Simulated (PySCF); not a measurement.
# C7H8 (SMILES CC=C1C=CC=C1) at 6 levels

Aim: a comparison of 6 runs (HF/STO-3G, HF/3-21G, B2PLYP/6-31G*, B3LYP/6-31G*, wB97M-V/6-31G*, SCS-MP2/6-31G*) of C7H8. The job is set up through a Python script.

The calculation is run with PySCF 2.14.0.

1 further run of the same task is left out (set aside as unsound or not needed).

## (1) The structure to begin with

The species is C7H8 (15 atoms), meant as a singlet with charge 0. As SMILES, `CC=C1C=CC=C1`. The coordinates come from a GFN2-xTB relaxation.

Bond lengths: C1–C2 1.490 Å, C2–C3 1.342 Å, C3–C4 1.459 Å, C4–C5 1.345 Å, C5–C6 1.453 Å, C3–C7 1.460 Å, C6–C7 1.345 Å, C1–H8 1.090 Å, C1–H9 1.090 Å, C1–H10 1.086 Å, C2–H11 1.083 Å, C4–H12 1.073 Å, C5–H13 1.076 Å, C6–H14 1.075 Å, C7–H15 1.074 Å. Some angles: C1–C2–C3 124.8°, C2–C3–C4 128.2°, C2–C3–C7 126.1°, C4–C3–C7 105.7°, C3–C4–C5 108.1°, C4–C5–C6 109.1°, C5–C6–C7 108.9°, C3–C7–C6 108.2°, C1–C2–H11 116.8°, C3–C2–H11 118.5°.

## (2) The energy at HF/STO-3G (run 1)

File job.py:

```python
# CC=C1C=CC=C1
from pyscf import gto, scf

mol = gto.M(
    atom=[
    ('C', (0.510230, -1.693890, 1.641500)),
    ('C', (-0.027130, -1.389340, 0.285060)),
    ('C', (-0.119920, -0.159440, -0.242580)),
    ('C', (0.266380, 1.112240, 0.360130)),
    ('C', (0.001290, 2.091670, -0.523040)),
    ('C', (-0.564180, 1.505220, -1.726240)),
    ('C', (-0.638840, 0.172160, -1.566540)),
    ('H', (-0.073290, -1.180640, 2.405520)),
    ('H', (1.538680, -1.344540, 1.729970)),
    ('H', (0.486240, -2.761090, 1.843580)),
    ('H', (-0.363430, -2.231570, -0.306380)),
    ('H', (0.687340, 1.214980, 1.342280)),
    ('H', (0.168420, 3.145910, -0.390740)),
    ('H', (-0.863850, 2.074230, -2.588130)),
    ('H', (-1.007940, -0.555890, -2.264390)),
],
    charge=0,
    verbose=3,
    spin=0,
    max_memory=1860,
    basis='sto-3g',
)

calc0 = scf.RHF(mol)
calc0.conv_tol = 1e-10
calc0.kernel()
if not calc0.converged:
    calc0 = calc0.newton().run(calc0.mo_coeff, calc0.mo_occ)

e_tot = calc0.e_tot
print(f'total energy: {e_tot:.8f} hartree')
```

Started as:

```bash
$ OMP_NUM_THREADS=1 python job.py
```

What it wrote:

```text
converged SCF energy = -266.403989396945
total energy: -266.40398940 hartree
```

Run time: 1.2 s. Hardware: 1 thread of Intel Xeon at 2.70GHz, shared host; peak memory 0.1 GiB.

## (3) A single-point energy at HF/3-21G (run 2)

File input.py:

```python
from pyscf import gto, scf

mol = gto.M(
    atom='''
C        0.510230      -1.693890       1.641500
C       -0.027130      -1.389340       0.285060
C       -0.119920      -0.159440      -0.242580
C        0.266380       1.112240       0.360130
C        0.001290       2.091670      -0.523040
C       -0.564180       1.505220      -1.726240
C       -0.638840       0.172160      -1.566540
H       -0.073290      -1.180640       2.405520
H        1.538680      -1.344540       1.729970
H        0.486240      -2.761090       1.843580
H       -0.363430      -2.231570      -0.306380
H        0.687340       1.214980       1.342280
H        0.168420       3.145910      -0.390740
H       -0.863850       2.074230      -2.588130
H       -1.007940      -0.555890      -2.264390
''',
    verbose=3,
    spin=0,
    basis='3-21g',
    charge=0,
    max_memory=1860,
)

mf = scf.RHF(mol)
mf.conv_tol = 1e-10
mf.kernel()
if not mf.converged:
    mf = mf.newton().run(mf.mo_coeff, mf.mo_occ)

etot = mf.e_tot
print(f'total energy: {etot:.8f} hartree')
```

Started as:

```bash
$ OMP_NUM_THREADS=1 python input.py
```

What it wrote:

```text
converged SCF energy = -268.173526033188
total energy: -268.17352603 hartree
```

It took 2 s on 1 thread of Intel Xeon at 2.70GHz, shared host; peak memory 0.14 GiB.

Runs 3 to 5 aren't shown in full; the table further down has their settings and results.

## (4) The energy at SCS-MP2/6-31G(d) (spherical functions) (run 6)

File run.py:

```python
from pyscf import gto, scf, mp

mol = gto.Mole()
mol.atom = '''
C    0.510230  -1.693890   1.641500
C   -0.027130  -1.389340   0.285060
C   -0.119920  -0.159440  -0.242580
C    0.266380   1.112240   0.360130
C    0.001290   2.091670  -0.523040
C   -0.564180   1.505220  -1.726240
C   -0.638840   0.172160  -1.566540
H   -0.073290  -1.180640   2.405520
H    1.538680  -1.344540   1.729970
H    0.486240  -2.761090   1.843580
H   -0.363430  -2.231570  -0.306380
H    0.687340   1.214980   1.342280
H    0.168420   3.145910  -0.390740
H   -0.863850   2.074230  -2.588130
H   -1.007940  -0.555890  -2.264390
'''
mol.basis = '6-31g*'
mol.verbose = 3
mol.spin = 0
mol.max_memory = 1860
mol.build()

myscf = scf.RHF(mol)
myscf.conv_tol = 1e-10
myscf.kernel()
if not myscf.converged:
    myscf = myscf.newton().run(myscf.mo_coeff, myscf.mo_occ)

pt = mp.MP2(myscf, frozen=7).run()
e_final = myscf.e_tot + 1.2 * pt.e_corr_os + pt.e_corr_ss / 3
print('Final energy', e_final)
```

Started as:

```bash
$ OMP_NUM_THREADS=1 python run.py
```

What it wrote:

```text
converged SCF energy = -269.67906480787
E(RMP2) = -270.556742811589  E_corr = -0.877678003719256
E(SCS-RMP2) = -270.537891971368  E_corr = -0.858827163498483
Final energy -270.53789197136854
```

Wall time 6.6 s (1 thread of Intel Xeon at 2.70GHz, shared host); peak memory 0.38 GiB.

## (5) All runs side by side

```csv
run,level,frozen core orbitals,integration grid,energy (Eh),dipole moment (D) of the reference,HOMO energy (eV),LUMO energy (eV),wall time
1,HF/STO-3G,–,–,-266.403989,1.21,-6.56,4.95,1.2 s
2,HF/3-21G,–,–,-268.173526,1.43,-8.18,2.09,2 s
3,B2PLYP/6-31G* (spherical functions),7,5,-271.175865,1.25,-6.63,-0.02,43 s
4,B3LYP/6-31G* (spherical functions),–,5,-271.502180,1.29,-5.60,-1.53,44 s
5,wB97M-V/6-31G* (spherical functions),–,5,-271.370526,1.28,-8.07,0.67,5.4 min
6,SCS-MP2/6-31G* (spherical functions),7,–,-270.537892,1.20,-8.04,2.23,6.6 s
```

## (6) What came out

| quantity | value |
| --- | --- |
| run 6: total energy | -270.53789 Eh |
| run 6: dipole moment (Hartree–Fock density) | 1.20 D |
| run 6: HOMO energy (Hartree–Fock orbitals) | -8.04 eV |
| run 6: LUMO energy (Hartree–Fock orbitals) | 2.23 eV |
| run 6: HOMO–LUMO gap (Hartree–Fock orbitals) | 10.27 eV |
| run 6: correlation energy (7 core orbitals frozen) | -858.8 mEh |

What this shows: Over runs 1, 2, 3, 4, 5 the dipole moment (its size) runs from 1.21 D (HF/STO-3G) to 1.43 D (HF/3-21G). Over runs 1, 2, 3, 4, 5 the HOMO–LUMO gap runs from 4.06 eV (B3LYP/6-31G*) to 11.51 eV (HF/STO-3G). The two ends differ in method and basis. Totals of different functionals can't be ranked against each other. In run 1 the basis is minimal, so the values are rough. All runs together took 7 min, the longest 5.4 min.
